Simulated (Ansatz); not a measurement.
# Rh: a surface, (110), 7 layers

What do the surfaces of Rh (110), 7 layers cost, and how tightly do they hold an electron? The runs shown use LAPW. Companion runs by PAW are cited. Its runs: bulk in the slab's orientation (LAPW); the reference run (LAPW); at the positions relaxed by PAW (LAPW); vacuum of 9 Å (LAPW).

Program: Ansatz 0.2.0. Level of theory: DFT, PBEsol, all-electron LAPW, scalar-relativistic. These are calculated values, not measurements.

## Step 1: The structure to begin with

It takes space group Fm-3m (No. 225, cubic). Conventional cell: a = 3.781 Å, b = 3.781 Å, c = 3.781 Å, α = 90.00°, β = 90.00°, γ = 90.00°. Around Rh (site symmetry m-3m) lie 12 Rh at 2.67 Å.

Structure file:

```xyz
2
Lattice="-1.8904 1.8904 0.0000 0.0000 0.0000 3.7809 1.8904 1.8904 0.0000" Properties=species:S:1:pos:R:3 pbc="T T T"
Rh    0.0000    0.0000    0.0000
Rh    0.0000    1.8904    1.8904
```

Atoms are numbered in the order of the input: Rh1, Rh2.

## Step 2: Bulk in the slab's orientation, LAPW

Contents of input.yaml:

```yaml
crystal:
  lattice:
    - [-1.8904315232, 1.8904315232, 0.0]
    - [0.0, 0.0, 3.7808630465]
    - [1.8904315232, 1.8904315232, 0.0]
  atoms:
    - { symbol: Rh, position: [0.0, 0.0, 0.0] }
    - { symbol: Rh, position: [0.5, 0.5, 0.5] }
kpoints:
  mp_grid: { grid: [14, 10, 14] }
scf:
  occupations: { method: fermi_dirac, width: 0.08 }
hamiltonian:
  xc: pbesol
  pseudopotentials: { kind: all_electron, lapw: { basis_error: 0.001 } }
output:
  forces: true
  stress: true
  eigenvalues: true
```

The run is started by

```console
> ansatz run input.yaml --threads 3 --pin off --max-ram 8192MiB --backend cpu --events-out ev --progress --plain --runs-dir out
```

## Step 4: Slab as cut, LAPW

Contents of input.yaml:

```yaml
crystal:
  lattice:
    - [2.6734738989, 0.0, 0.0]
    - [0.0, 3.7808630465, 0.0]
    - [0.0, 0.0, 24.0204]
  atoms:
    - { symbol: Rh, position: [0.0, 0.0, 0.333049789] }
    - { symbol: Rh, position: [0.5, 0.5, 0.3886998593] }
    - { symbol: Rh, position: [0.0, 0.0, 0.4443499297] }
    - { symbol: Rh, position: [0.5, 0.5, 0.5] }
    - { symbol: Rh, position: [0.0, 0.0, 0.5556500703] }
    - { symbol: Rh, position: [0.5, 0.5, 0.6113001407] }
    - { symbol: Rh, position: [0.0, 0.0, 0.666950211] }
kpoints:
  mp_grid: { grid: [14, 10, 1] }
scf:
  occupations: { method: fermi_dirac, width: 0.08 }
hamiltonian:
  xc: pbesol
  pseudopotentials: { kind: all_electron, lapw: { basis_error: 0.001 } }
output:
  forces: true
  stress: true
  eigenvalues: true
  populations: true
  dos: { projected: true, de: 0.2, e_range: [-14, 8] }
efield:
  axis: 3
  amplitude: 0
  dipole_correction: true
```

## Step 5: At the positions relaxed by PAW, LAPW

Contents of input.yaml:

```yaml
crystal:
  lattice:
    - [2.6734738989, 0.0, 0.0]
    - [0.0, 3.7808630465, 0.0]
    - [0.0, 0.0, 24.0204]
  atoms:
    - { symbol: Rh, position: [0.0, 0.0, 0.3378657564] }
    - { symbol: Rh, position: [0.5, 0.5, 0.3875802202] }
    - { symbol: Rh, position: [0.0, 0.0, 0.445307481] }
    - { symbol: Rh, position: [0.5, 0.5, 0.5000000003] }
    - { symbol: Rh, position: [0.0, 0.0, 0.5546925183] }
    - { symbol: Rh, position: [0.5, 0.5, 0.6124197802] }
    - { symbol: Rh, position: [0.0, 0.0, 0.6621342435] }
kpoints:
  mp_grid: { grid: [14, 10, 1] }
scf:
  occupations: { method: fermi_dirac, width: 0.08 }
hamiltonian:
  xc: pbesol
  pseudopotentials: { kind: all_electron, lapw: { basis_error: 0.001 } }
output:
  forces: true
  stress: true
  eigenvalues: true
efield:
  axis: 3
  amplitude: 0
  dipole_correction: true
```

## Step 6: Vacuum of 9 Å, LAPW

Contents of input.yaml:

```yaml
crystal:
  lattice:
    - [2.6734738989, 0.0, 0.0]
    - [0.0, 3.7808630465, 0.0]
    - [0.0, 0.0, 16.7891]
  atoms:
    - { symbol: Rh, position: [0.0, 0.0, 0.268032272] }
    - { symbol: Rh, position: [0.5, 0.5, 0.3391594501] }
    - { symbol: Rh, position: [0.0, 0.0, 0.4217506489] }
    - { symbol: Rh, position: [0.5, 0.5, 0.5000000006] }
    - { symbol: Rh, position: [0.0, 0.0, 0.5782493504] }
    - { symbol: Rh, position: [0.5, 0.5, 0.6608405506] }
    - { symbol: Rh, position: [0.0, 0.0, 0.731967728] }
kpoints:
  mp_grid: { grid: [14, 10, 1] }
scf:
  occupations: { method: fermi_dirac, width: 0.08 }
hamiltonian:
  xc: pbesol
  pseudopotentials: { kind: all_electron, lapw: { basis_error: 0.001 } }
output:
  forces: true
  stress: true
  eigenvalues: true
efield:
  axis: 3
  amplitude: 0
  dipole_correction: true
```

(Steps that only read results are left out.)

**Question.** What will these runs give? Wanted: surface energy; work function; outer layer spacing; core-level shifts among the layers (for each run or level that gives them).

As calculated:

| quantity | value |
| --- | --- |
| surface energy (LAPW, relaxed) | 2.87 J/m² |
| work function (LAPW, relaxed) | 4.83 eV |
| surface energy (PAW, relaxed) | 2.87 J/m² |
| work function (PAW, relaxed) | 4.82 eV |
| outer layer spacing (PAW) | 1.34 → 1.19 Å |
| core-level shifts among the layers (PAW holes) | Rh1 +0.00, Rh2 +0.70, Rh3 +0.73, Rh4 +0.63 eV |

By LAPW the surface costs 2.98 J/m² as cut and 2.87 J/m² relaxed. Vacuum of 9 Å moves the work function by less than 0.01 eV (LAPW). The outermost spacing changes by -10.7 % (PAW). Vacuum of 9 Å moves the work function by less than 0.01 eV (PAW). Thickness wasn't converged, and no reconstruction was sought. The program warned that the vacuum holds more density than its bound, so energies and levels may be slightly off.
